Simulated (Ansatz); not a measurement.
# YbH3, space group Fm-3m: cell relaxations under several functionals

With Ansatz 0.2.0 through its Python package.

Run as a notebook:

In [1]:
```python
import warnings

import ansatz
import numpy as np

def edges_and_angles(cell):
    cell = np.asarray(cell)
    a, b, c = np.linalg.norm(cell, axis=1)
    cosines = cell[1] @ cell[2] / (b * c), cell[0] @ cell[2] / (a * c), cell[0] @ cell[1] / (a * b)
    return (a, b, c, *np.degrees(np.arccos(cosines)))
```

In [2]:
```python
warnings.simplefilter("ignore", ansatz.DeckWarning)
```

In [3]:
```python
system = (
    ansatz.Lattice.fcc(5.209942)
    .space_group(225)
    .atom("Yb", (0.0, 0.0, 0.0))
    .atom("H", (0.25, 0.25, 0.75))
    .atom("H", (0.5, 0.0, 0.0))
    .primitive()
)
```

In [4]:
```python
len(system.resolved().sites)
```
Out [4]:
```text
4
```

In [5]:
```python
base = system.calculation()
base = base.basis(630, xc_grid=3)
base = base.kpoints(10, center="gamma")
base = base.occupations("methfessel_paxton", width=0.01)
base = base.eigensolver("auto").scf(max_iterations=60, self_checks="high")
base = base.relax(cell=True, force_tolerance=0.001)
```

In [6]:
```python
levels = [("rpbe", "none"), ("revpbe", "d3bj"), ("lda", "none")]
print("level            a       b       c    alpha   beta  gamma  V/atom  steps")
for name, dispersion in levels:
    seen = []
    run = base.functional(name, dispersion=dispersion).session().plan()
    outcome = run.execute(on_event=lambda e: seen.append(e) if e["event"] == "relax_step" else None)
    cell = outcome.lattice.cell_ang
    label = name if dispersion == "none" else f"{name}+{dispersion}"
    print("{:13s} {:7.4f} {:7.4f} {:7.4f} {:6.2f} {:6.2f} {:6.2f}".format(label, *edges_and_angles(cell)), f"{abs(np.linalg.det(cell)) / len(outcome.lattice.sites):7.3f} {len(seen):5d}")
```
```text
level            a       b       c    alpha   beta  gamma  V/atom  steps
rpbe           3.6351  3.6351  3.6351  60.00  60.00  60.00   8.491     5
revpbe+d3bj    3.5223  3.5223  3.5223  60.00  60.00  60.00   7.725     5
lda            3.4996  3.4996  3.4996  60.00  60.00  60.00   7.577     5
```

From smallest to largest: LDA (7.58 Å³ an atom, -14.3 % against the start), revPBE+D3BJ (7.73 Å³ an atom, -12.6 % against the start) and RPBE (8.49 Å³ an atom, -3.9 % against the start). The spread is 12.1 % in volume.

What to keep in mind:
- These settings explore the input space; cutoff and mesh may be short of convergence.
- Semilocal functionals put the nearly full 4f shell of Yb too close to the Fermi level.
- Forces vanish by symmetry, so the ions can't move, and the end may be a saddle.
- Dispersion corrections can be off by several per cent in the lattices of metals, and by several GPa in the pressure at a fixed cell.
- The mesh is modest for a metal, so energies can be off by several to tens of meV an atom and pressures by half a GPa or more; differences at equal mesh fare better.
- Edges and angles are those of the cell as typed, here a primitive one, not of the conventional cell.
- This cell is a computed structure, which may not be the phase found in nature.
- The whole script took 23 s on 1 thread of Intel(R) Xeon(R) 6975P-C (Granite Rapids), on a shared host, peak memory 0.52 GiB.
